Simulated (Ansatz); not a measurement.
# Cl2F2H2OSi2: small, medium and large basis sets

The task here is to estimate one member of a computed series from the others.

Method: one geometry, several basis sets; program: Ansatz 0.2.0, Gaussian basis.

The runs, in order: PBE0-D4/def2-SVP; ωB97M-V/def2-SVP; PBE0-D4/def2-QZVPP; ωB97M-V/def2-QZVPP; the functionals' def2-TZVPP values are taken from earlier runs.

### Structure used throughout

An earlier PBE0-D4 in a triple-zeta def2 set relaxation fixed the geometry.

SMILES `F[Si](F)(Cl)O[SiH2]Cl`, 9 atoms, charge 0, spin multiplicity 1.

Atoms are counted from 1 here; the program's logs count them from 0.

Bond lengths: F1–Si2 1.570 Å, Si2–F3 1.571 Å, Si2–Cl4 2.013 Å, Si2–O5 1.599 Å, O5–Si6 1.635 Å, Si6–Cl7 2.042 Å, Si6–H8 1.476 Å, Si6–H9 1.474 Å. Angles: F1–Si2–F3 107.5°, F1–Si2–Cl4 109.3°, F1–Si2–O5 108.6°, F3–Si2–Cl4 109.1°, F3–Si2–O5 110.2°, Cl4–Si2–O5 112.0°, Si2–O5–Si6 147.7°, O5–Si6–Cl7 109.6°, O5–Si6–H8 109.3°, O5–Si6–H9 107.7°, Cl7–Si6–H8 108.2°, Cl7–Si6–H9 108.9°, H8–Si6–H9 113.1°.

Set-up of the first run:

in.yaml

```yaml
crystal:
  periodic: [false, false, false]
  atoms:
    - {symbol: F, position_ang: [-2.074014, -1.852555, -0.035672]}
    - {symbol: Si, position_ang: [-0.923491, -1.008091, -0.690492]}
    - {symbol: F, position_ang: [-0.033993, -1.992222, -1.531598]}
    - {symbol: Cl, position_ang: [-1.726254, 0.367822, -1.920965]}
    - {symbol: O, position_ang: [-0.056291, -0.336362, 0.473258]}
    - {symbol: Si, position_ang: [0.915779, 0.893541, 0.938576]}
    - {symbol: Cl, position_ang: [2.186604, 1.375306, -0.585601]}
    - {symbol: H, position_ang: [0.091849, 2.079018, 1.244707]}
    - {symbol: H, position_ang: [1.708211, 0.427343, 2.090687]}
basis:
  gaussian: {orbitals: def2-SVP}
hamiltonian: {xc: pbe0, dispersion: d4}
output: {orbitals: {seedname: orbitals}}
```

Among the steps run: PBE0-D4 in def2-SVP; ωB97M-V in def2-SVP; PBE0-D4 in def2-QZVPP; ωB97M-V in def2-QZVPP.

One table of the session follows, with a row left open; its other results are not shown here.

It belongs to the step «Functionals by basis». 

| functional | basis | HOMO (eV) | LUMO (eV) |
| --- | --- | --- | --- |
| PBE0-D4 | def2-SVP | -9.17 | 0.35 |
| PBE0-D4 | def2-TZVPP | -9.27 | -0.09 |
| PBE0-D4 | def2-QZVPP | -9.29 | -0.26 |
| ωB97M-V | def2-SVP | -11.36 | 2.32 |
| ωB97M-V | def2-TZVPP | ? | ? |
| ωB97M-V | def2-QZVPP | -11.54 | 1.26 |

**Question.** Estimate the row for ωB97M-V, def2-TZVPP.

As computed: HOMO (eV): -11.51; LUMO (eV): 1.67. In the column «HOMO (eV)» it lies between ωB97M-V, def2-QZVPP (-11.54) and ωB97M-V, def2-SVP (-11.36).
